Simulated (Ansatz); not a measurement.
Working through an equation of state with a fit of Cr3Cu, space group Pm-3m

Program: the Python package of Ansatz (0.2.0).

Notebook, run cell by cell (the value of a cell's last expression is shown):

```python
import warnings

import ansatz as az
import numpy as np
```

```python
VECTORS = np.array([
    [3.601918, 0.0, 0.0],
    [0.0, 3.601918, 0.0],
    [0.0, 0.0, 3.601918],
])
SITES = [
    ('Cr', [0.0, 0.5, 0.5], 2.1),
    ('Cr', [0.5, 0.0, 0.5], 2.1),
    ('Cr', [0.5, 0.5, 0.0], 2.1),
    ('Cu', [0.0, 0.0, 0.0], 0.0),
]


def make_crystal(cell):
    crystal = az.Crystal(lattice=az.Lattice.of(cell))
    for symbol, position, moment in SITES:
        crystal = crystal.atom(symbol, position, moment=moment or None)
    return crystal
```

```python
warnings.simplefilter('ignore', az.DeckWarning)
```

```python
# uniform scaling of the cell
volumes, energies = [], []
for scale in np.linspace(0.9, 1.1, 9):
    cell = VECTORS * scale ** (1 / 3)
    calculation = (
        make_crystal(cell).calculation()
        .functional('lda')
        .basis(470)
        .occupations(az.OccupationsMethod.FERMI_DIRAC, width=100 * az.meV)
        .spin(az.SpinTreatment.COLLINEAR)
        .kpoints(7, 7, 7)
    )
    r = calculation.run(threads=1).report
    volumes.append(abs(np.linalg.det(cell)) / len(SITES))
    energies.append(r['free_energy_ev'] / len(SITES))
    print(f'V = {volumes[-1]:8.4f} A^3/atom  F = {energies[-1]:.5f} eV/atom')
```

    RunWarning: the starting moments were not kept: the SCF closed with an absolute magnetisation of 3.2e-6 μB, where they sum to 6.3 μB in size (3 sites). That is at most 0.1 of that sum. Measured as dr2_m measures the in/out step, that magnetisation stands 3.5e-12 eV from none, at or under the dr2_threshold of 1.0e-7 [...]
    V =  10.5144 A^3/atom  F = -4130.96032 eV/atom
    V =  10.8065 A^3/atom  F = -4130.97036 eV/atom
    V =  11.0985 A^3/atom  F = -4130.96685 eV/atom
    V =  11.3906 A^3/atom  F = -4130.95161 eV/atom
    V =  11.6827 A^3/atom  F = -4130.92621 eV/atom
    V =  11.9747 A^3/atom  F = -4130.89205 eV/atom
    V =  12.2668 A^3/atom  F = -4130.85033 eV/atom
    V =  12.5589 A^3/atom  F = -4130.80210 eV/atom
    V =  12.8509 A^3/atom  F = -4130.74827 eV/atom

```python
# third-order Birch-Murnaghan: a cubic in V^(-2/3)
x = np.array(volumes) ** (-2 / 3)
poly = np.polynomial.Polynomial.fit(x, energies, 3).convert()
roots = poly.deriv().roots()
x0 = min((r.real for r in roots if abs(r.imag) < 1e-9 and poly.deriv(2)(r.real) > 0), key=lambda r: abs(r - x.mean()))
v0 = x0 ** -1.5
b0 = 4 / 9 * poly.deriv(2)(x0) * v0 ** (-7 / 3) * 160.21766
b1 = 4 + 2 / 3 * x0 * poly.deriv(3)(x0) / poly.deriv(2)(x0)
print(f'V0 = {v0:.4f} A^3/atom, B0 = {b0:.1f} GPa, dB/dP = {b1:.2f}')
```

    V0 = 10.8707 A^3/atom, B0 = 268.2 GPa, dB/dP = 4.47

A third-order Birch-Murnaghan fit through the 9 points has its minimum at 10.87 Å³ an atom, 6.9 % below the typed cell, with a bulk modulus of 268 GPa and dB/dP = 4.5. From that minimum the energy rises by 10.4 meV an atom on the compressed side and 222.4 meV on the expanded side. The window is off centre, so dB/dP is rough.

What to keep in mind:
- Total energies depend on the potentials; only differences at equal settings carry meaning.
- The SCF didn't keep the moments it started from (some shrank, vanished or turned); what is printed is the state reached.
- For a metal this k-point mesh is coarse: on a finer one energies can move by several to tens of meV an atom and pressures by half a GPa or more, differences at one mesh by less.
- This cell is a computed structure, which may not be the phase found in nature.
- Warnings are shown shortened and without file and line.
- The script silences the warnings on its input, which a real study should read.
- It ran for 4.7 min on 1 thread of Arm Neoverse N1 (shared host), peak memory 0.5 GiB.
